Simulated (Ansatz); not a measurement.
# C5H13GaN2: one species, many methods

The task here is to estimate one member of a computed series from the others.

Computed with Ansatz 0.2.0, Gaussian basis. Level: functionals in def2-TZVPP, the program's frozen cores in correlated methods.

The runs, in order: LDA (SPW92), PBE-D4, revPBE-D4, BLYP-D4, r2SCAN-D4, B97M-V, PBE0-D4, B3LYP-D4, r2SCANh-D4, r2SCAN0-D4, HSE06-D4, BHLYP-D4, CAM-B3LYP-D4, LC-ωPBE, ωB97X-V, ωB97M-V, B2PLYP, PBE-QIDH; CCSD(T)/def2-SVP; MP2/def2-TZVPP; MP2/def2-QZVPP; RPA on PBE.

1 further run of the same task is left out (it didn't finish). Runs told in other sessions of the task aren't counted.

### The geometry

All runs share one geometry, relaxed beforehand with PBE0-D4 in a triple-zeta def2 set.

SMILES `CC1=[N+](C)[GaH-]([CH3])[N]1C`, 21 atoms, charge 0, spin multiplicity 1.

Atoms are counted from 1 here; the program's logs count them from 0.

Bond lengths: C1–C2 1.491 Å, C1–H9 1.093 Å, C1–H10 1.088 Å, C1–H11 1.093 Å, C2–N3 1.322 Å, C2–N7 1.321 Å, N3–C4 1.432 Å, N3–Ga5 2.017 Å, C4–H12 1.090 Å, C4–H13 1.098 Å, C4–H14 1.098 Å, Ga5–C6 1.972 Å, Ga5–N7 2.019 Å, Ga5–H15 1.574 Å, C6–H16 1.093 Å, C6–H17 1.092 Å, C6–H18 1.093 Å, N7–C8 1.433 Å and more. Angles: C2–C1–H9 110.1°, C2–C1–H10 111.9°, C2–C1–H11 110.0°, H9–C1–H10 108.8°, H9–C1–H11 107.1°, H10–C1–H11 108.8°, C1–C2–N3 123.3°, C1–C2–N7 125.2°, N3–C2–N7 111.5°, C2–N3–C4 123.6°, C2–N3–Ga5 91.5°, C4–N3–Ga5 144.8°, N3–C4–H12 109.2°, N3–C4–H13 112.7°, N3–C4–H14 112.7°, H12–C4–H13 107.2°, H12–C4–H14 107.2°, H13–C4–H14 107.6° and more.

Set-up of the first run:

File in.yaml:

```yaml
crystal:
  periodic: [false, false, false]
  atoms:
    - {symbol: C, position_ang: [1.679413, -0.255153, -1.435437]}
    - {symbol: C, position_ang: [0.460564, 0.013623, -0.619030]}
    - {symbol: N, position_ang: [-0.550439, -0.833591, -0.524171]}
    - {symbol: C, position_ang: [-0.601222, -2.087007, -1.215152]}
    - {symbol: Ga, position_ang: [-1.562298, 0.426272, 0.682459]}
    - {symbol: C, position_ang: [-1.612001, -0.150157, 2.567345]}
    - {symbol: N, position_ang: [0.244722, 1.106539, 0.091295]}
    - {symbol: C, position_ang: [1.159048, 2.205754, 0.193157]}
    - {symbol: H, position_ang: [2.170021, -1.167792, -1.087959]}
    - {symbol: H, position_ang: [2.391335, 0.566269, -1.385251]}
    - {symbol: H, position_ang: [1.401195, -0.416858, -2.479875]}
    - {symbol: H, position_ang: [-1.502706, -2.623616, -0.918209]}
    - {symbol: H, position_ang: [0.253805, -2.734278, -0.980459]}
    - {symbol: H, position_ang: [-0.638345, -1.969156, -2.306511]}
    - {symbol: H, position_ang: [-2.748188, 1.149487, -0.057939]}
    - {symbol: H, position_ang: [-1.781119, 0.700778, 3.232055]}
    - {symbol: H, position_ang: [-0.671783, -0.626609, 2.851760]}
    - {symbol: H, position_ang: [-2.423357, -0.862478, 2.737125]}
    - {symbol: H, position_ang: [0.730291, 2.961871, 0.851594]}
    - {symbol: H, position_ang: [1.350177, 2.691006, -0.772353]}
    - {symbol: H, position_ang: [2.126288, 1.915795, 0.622657]}
basis:
  gaussian: {orbitals: def2-TZVPP}
hamiltonian: {xc: lda}
output: {orbitals: {seedname: orbitals}}
```

Launch:

```sh
$ ansatz run in.yaml --threads 4 --pin off --events-out ev --progress --plain --max-ram 41984MiB --backend cuda --devices 0, --max-vram 37GiB
```

Among the steps run: LDA; PBE-D4 (GGA); revPBE-D4 (GGA); BLYP-D4 (GGA); r2SCAN-D4 (meta-GGA); B97M-V (meta-GGA); B3LYP-D4 (hybrid); r2SCANh-D4 (hybrid); r2SCAN0-D4 (hybrid); HSE06-D4 (hybrid); BHLYP-D4 (hybrid); CAM-B3LYP-D4 (range-separated); LC-ωPBE (range-separated); ωB97X-V (range-separated); ωB97M-V (range-separated); B2PLYP (double hybrid); PBE-QIDH (double hybrid).

One table of the session follows, with a row left open; its other results are not shown here.

It belongs to the step «Frontier levels by functional». 

```
  functional  HOMO (eV)  LUMO (eV)  gap (eV)
 LDA (SPW92)      -4.98      -0.77      4.21
      PBE-D4      -4.84      -0.57      4.27
   revPBE-D4      -4.79      -0.49      4.30
     BLYP-D4      -4.72      -0.46      4.26
   r2SCAN-D4      -5.04      -0.36      4.69
      B97M-V      -5.15      -0.34      4.80
     PBE0-D4      -6.02       0.39      6.41
    B3LYP-D4      -5.82       0.14      5.97
  r2SCANh-D4      -5.49       0.00      5.49
  r2SCAN0-D4      -6.17       0.52      6.69
    HSE06-D4      -5.63       0.01      5.63
    BHLYP-D4      -7.13       1.36      8.49
CAM-B3LYP-D4      -7.34       1.48      8.82
     LC-ωPBE      -8.64       2.65     11.29
     ωB97X-V      -8.32       2.54     10.86
     ωB97M-V          ?          ?         ?
```

**Question.** Estimate the row for ωB97M-V.

The run gave: HOMO (eV): -8.25; LUMO (eV): 2.17; gap (eV): 10.42. In the column «HOMO (eV)» it lies between ωB97X-V (-8.32) and CAM-B3LYP-D4 (-7.34).
